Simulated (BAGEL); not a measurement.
# BN2H3Cl (SMILES [NH]B(N)Cl): UHF/def2-SVPD (density fitting with qzvpp-jkfit)

Aim: the vertical doublet–quartet gap of BN2H3Cl at UHF/def2-SVPD (density fitting with qzvpp-jkfit), from 2 runs. 

Program for the calculation: BAGEL 1.2.2.

5 further runs of the same task are left out: 4 that didn't finish, 1 set aside as unsound or not needed.

### Step 1. Starting point

BN2H3Cl: 7 atoms, total charge 0, spin state doublet. As SMILES, `[NH]B(N)Cl`. The shape is that of a GFN2-xTB optimisation.

Bond lengths: N1–B2 1.355 Å, B2–N3 1.400 Å, B2–Cl4 1.796 Å, N1–H5 1.000 Å, N3–H6 1.004 Å, N3–H7 1.004 Å. Angles: N1–B2–N3 126.6°, N1–B2–Cl4 115.6°, N3–B2–Cl4 117.8°, B2–N1–H5 131.8°, B2–N3–H6 121.9°, B2–N3–H7 123.7°, H6–N3–H7 114.4°.

### Step 2. A single-point energy at UHF/def2-SVPD (density fitting with qzvpp-jkfit)

File input.json:

```json
{ "bagel" : [

{
  "title" : "molecule",
  "basis" : "def2-svpd.json",
  "df_basis" : "qzvpp-jkfit",
  "angstrom" : true,
  "geometry" : [
    { "atom" : "N", "xyz" : [   -0.761470,    1.199050,   -0.324580 ] },
    { "atom" : "B", "xyz" : [   -0.237770,   -0.037740,   -0.144330 ] },
    { "atom" : "N", "xyz" : [    0.950690,   -0.351310,    0.525920 ] },
    { "atom" : "Cl", "xyz" : [   -1.185640,   -1.391920,   -0.847000 ] },
    { "atom" : "H", "xyz" : [   -1.593670,    1.510820,   -0.783140 ] },
    { "atom" : "H", "xyz" : [    1.528410,    0.357400,    0.940000 ] },
    { "atom" : "H", "xyz" : [    1.299460,   -1.286290,    0.633120 ] }
  ]
},
{ "title" : "uhf", "nopen" : 1 },
{ "title" : "print", "file" : "orbitals.molden", "orbitals" : true }

]}
```

The basis set def2-SVPD is read from a file made from the Basis Set Exchange's data (not shown).

Launch:

```
$ BAGEL_NUM_THREADS=1 BAGEL input.json > input.out
```

The program printed:

```text
* using 1 threads per process

  ===============================================================
  ===============================================================

  *** Geometry ***

  { "atom" : "N", "xyz" : [     -1.438970,      2.265876,     -0.613367 ] },
  { "atom" : "B", "xyz" : [     -0.449320,     -0.071318,     -0.272744 ] },
  { "atom" : "N", "xyz" : [      1.796544,     -0.663880,      0.993845 ] },
  { "atom" : "Cl", "xyz" : [     -2.240535,     -2.630348,     -1.600598 ] },
  { "atom" : "H", "xyz" : [     -3.011600,      2.855036,     -1.479920 ] },
  { "atom" : "H", "xyz" : [      2.888276,      0.675388,      1.776343 ] },
  { "atom" : "H", "xyz" : [      2.455624,     -2.430736,      1.196423 ] },

  Number of auxiliary basis functions:      411

  Since a DF basis is specified, we compute 2- and 3-index integrals:
    o Being stored without compression. Storage requirement is 0.041 GB

  Number of basis functions:      111
  Number of electrons      :       39

    * METHOD: MOLECULE                             0.19

  *** Open-shell HF ***

  === Nuclear Repulsion ===
   136.4806665594

      * DIIS with orbital gradients will be used.

  === UHF iteration (def2-svpd.json) ===
      0       -594.43209972          0.03371797           0.12
      1       -594.60034600          0.02074962           0.12
      2       -594.64451960          0.01028731           0.12
      3       -594.66061105          0.00158425           0.12
      4       -594.66255673          0.00058073           0.12
      5       -594.66289379          0.00026559           0.12
      6       -594.66299118          0.00008726           0.12
      7       -594.66300517          0.00003309           0.12
      8       -594.66300871          0.00001663           0.12
      9       -594.66300999          0.00000716           0.12
     10       -594.66301026          0.00000336           0.12
     11       -594.66301031          0.00000173           0.12
     12       -594.66301032          0.00000123           0.12
     13       -594.66301032          0.00000113           0.12
     14       -594.66301033          0.00000110           0.12
     15       -594.66301033          0.00000109           0.12
     16       -594.66301033          0.00000107           0.12
     17       -594.66301035          0.00000103           0.12
     18       -594.66301038          0.00000093           0.12
     19       -594.66301043          0.00000073           0.12
     20       -594.66301048          0.00000043           0.12
     21       -594.66301049          0.00000021           0.12
     22       -594.66301049          0.00000011           0.12
     23       -594.66301049          0.00000006           0.12
     24       -594.66301049          0.00000004           0.12
     25       -594.66301049          0.00000002           0.12
     26       -594.66301049          0.00000001           0.12
     27       -594.66301049          0.00000001           0.12
    * SCF iteration converged.

    * S^2 (UHF) is 0.7627

    * Permanent dipole moment:
           (   -0.426682,    -0.590094,    -0.317297) a.u.

    * METHOD: UHF                                  3.48

    * METHOD: PRINT                                0.03

  ===============================================================
```

It took 3.9 s on 1 thread of Arm Neoverse V1, shared host; peak memory 0.13 GiB.

### Step 3. The quartet, same level

File calc.json:

```json
{ "bagel": [

{
  "title": "molecule",
  "basis": "def2-svpd.json",
  "df_basis": "qzvpp-jkfit",
  "angstrom": true,
  "geometry": [
    { "atom": "N", "xyz": [   -0.761470,    1.199050,   -0.324580 ] },
    { "atom": "B", "xyz": [   -0.237770,   -0.037740,   -0.144330 ] },
    { "atom": "N", "xyz": [    0.950690,   -0.351310,    0.525920 ] },
    { "atom": "Cl", "xyz": [   -1.185640,   -1.391920,   -0.847000 ] },
    { "atom": "H", "xyz": [   -1.593670,    1.510820,   -0.783140 ] },
    { "atom": "H", "xyz": [    1.528410,    0.357400,    0.940000 ] },
    { "atom": "H", "xyz": [    1.299460,   -1.286290,    0.633120 ] }
  ]
},
{ "title": "uhf", "nopen": 3 },
{ "title": "print", "file": "orbitals.molden", "orbitals": true }

]}
```

The basis set def2-SVPD is read from a file made from the Basis Set Exchange's data (not shown).

Launch:

```
$ BAGEL_NUM_THREADS=1 BAGEL calc.json > calc.out
```

The program printed:

```text
* using 1 threads per process

  ===============================================================
  ===============================================================

  *** Geometry ***

  { "atom" : "N", "xyz" : [     -1.438970,      2.265876,     -0.613367 ] },
  { "atom" : "B", "xyz" : [     -0.449320,     -0.071318,     -0.272744 ] },
  { "atom" : "N", "xyz" : [      1.796544,     -0.663880,      0.993845 ] },
  { "atom" : "Cl", "xyz" : [     -2.240535,     -2.630348,     -1.600598 ] },
  { "atom" : "H", "xyz" : [     -3.011600,      2.855036,     -1.479920 ] },
  { "atom" : "H", "xyz" : [      2.888276,      0.675388,      1.776343 ] },
  { "atom" : "H", "xyz" : [      2.455624,     -2.430736,      1.196423 ] },

  Number of auxiliary basis functions:      411

  Since a DF basis is specified, we compute 2- and 3-index integrals:
    o Being stored without compression. Storage requirement is 0.041 GB

  Number of basis functions:      111
  Number of electrons      :       39

    * METHOD: MOLECULE                             0.19

  *** Open-shell HF ***

  === Nuclear Repulsion ===
   136.4806665594

      * DIIS with orbital gradients will be used.

  === UHF iteration (def2-svpd.json) ===
      0       -594.18955702          0.02832288           0.12
      1       -594.33155865          0.02514468           0.12
      2       -594.38188863          0.01717853           0.12
      3       -594.42786089          0.00242633           0.12
      4       -594.43550164          0.00119149           0.12
      5       -594.43858240          0.00070587           0.12
      6       -594.43975086          0.00032530           0.12
      7       -594.44005866          0.00023730           0.12
      8       -594.44018525          0.00022182           0.12
      9       -594.44030196          0.00021514           0.12
     10       -594.44047149          0.00021893           0.12
     11       -594.44044533          0.00021872           0.12
     12       -594.44043640          0.00021803           0.12
     13       -594.44047951          0.00021696           0.12
     14       -594.44082752          0.00020351           0.12
     15       -594.44152555          0.00036715           0.12
     16       -594.44156076          0.00009387           0.12
     17       -594.44154039          0.00008795           0.12
     18       -594.44159280          0.00002237           0.12
     19       -594.44160316          0.00001158           0.12
     20       -594.44160471          0.00000718           0.12
     21       -594.44160550          0.00000411           0.12
     22       -594.44160562          0.00000286           0.12
     23       -594.44160563          0.00000199           0.12
     24       -594.44160564          0.00000145           0.12
     25       -594.44160566          0.00000104           0.12
     26       -594.44160567          0.00000050           0.12
     27       -594.44160567          0.00000040           0.12
     28       -594.44160567          0.00000021           0.12
     29       -594.44160567          0.00000013           0.12
     30       -594.44160567          0.00000009           0.12
     31       -594.44160567          0.00000006           0.12
     32       -594.44160567          0.00000003           0.12
     33       -594.44160567          0.00000001           0.12
     34       -594.44160567          0.00000000           0.12
    * SCF iteration converged.

    * S^2 (UHF) is 3.7921

    * Permanent dipole moment:
           (   -1.224322,     0.491981,    -0.670666) a.u.

    * METHOD: UHF                                  4.32

    * METHOD: PRINT                                0.03

  ===============================================================
```

Run time: 4.8 s. Hardware: 1 thread of Arm Neoverse V1, shared host; peak memory 0.13 GiB.

### Step 4. What came out

At UHF/def2-SVPD (density fitting with qzvpp-jkfit):

| quantity | value |
| --- | --- |
| doublet: total energy | -594.66301 Eh |
| doublet: dipole moment | 2.02 D |
| doublet: ⟨S²⟩ | 0.763 |
| quartet: total energy | -594.44161 Eh |
| quartet: dipole moment | 3.76 D |
| quartet: ⟨S²⟩ | 3.792 |
| vertical energy of the quartet above the doublet | 6.025 eV |

**Reading.** At this shape the quartet lies 6.02 eV (139 kcal/mol) above the doublet.
